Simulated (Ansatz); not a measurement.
# SrAgB: the cost of one run

Program: Ansatz 0.2.0. Level of theory: DFT PBE, scalar-relativistic, plane waves, PAW. These are calculated values, not measurements.

## 1. The starting structure

It takes space group Pmmm (No. 47, orthorhombic). Conventional cell: a = 3.435 Å, b = 3.975 Å, c = 4.910 Å, α = 90.00°, β = 90.00°, γ = 90.00°. Around Sr (site symmetry mmm) lie 4 Ag at 2.63 Å. Ag (site symmetry mmm) has 2 B at 2.45 Å and 4 Sr at 2.63 Å as nearest neighbours. Around B (site symmetry mmm) lie 2 Ag at 2.45 Å.

Coordinates:

```
Sr Ag B
1.0
     3.43471    0.00000    0.00000
     0.00000    3.97467    0.00000
     0.00000    0.00000    4.90954
Sr Ag B
1 1 1
Cartesian
  1.7174 0.0000 2.4548
  0.0000 1.9873 2.4548
  0.0000 1.9873 0.0000
```

Recipe of the guess: random cell by space group and Wyckoff sites (Pmmm, No. 47). Lengths come from tabulated atomic sizes and are only a guess.

## 2. A first look at the guess

Input file input.yaml:

```yaml
crystal:
  lattice:
    - [3.43470723, 0.0, 0.0]
    - [0.0, 3.97467401, 0.0]
    - [0.0, 0.0, 4.90953919]
  atoms:
    - { symbol: Sr, position: [0.5, 0.0, 0.5] }
    - { symbol: Ag, position: [0.0, 0.5, 0.5] }
    - { symbol: B, position: [0.0, 0.5, 0.0] }
basis:
  ecutwfc: 420
kpoints:
  mp_grid: { grid: [6, 4, 4] }
hamiltonian:
  xc: pbe
scf:
  occupations: { method: gaussian, width: 0.1 }
  lower_state_search: "off"
output:
  forces: true
  stress: true
  eigenvalues: true
```

Command:

```console
$ ansatz run input.yaml --threads 1 --pin off --max-ram 2560MiB --backend cpu --events-out ev --progress --plain --runs-dir out
```

Q: Estimate wall time and peak memory on 1 thread of Intel Xeon Platinum 8259CL at 2.50GHz (Skylake/Cascade Lake), shared host.

About 2.8 s, with a peak of 0.41 GiB.
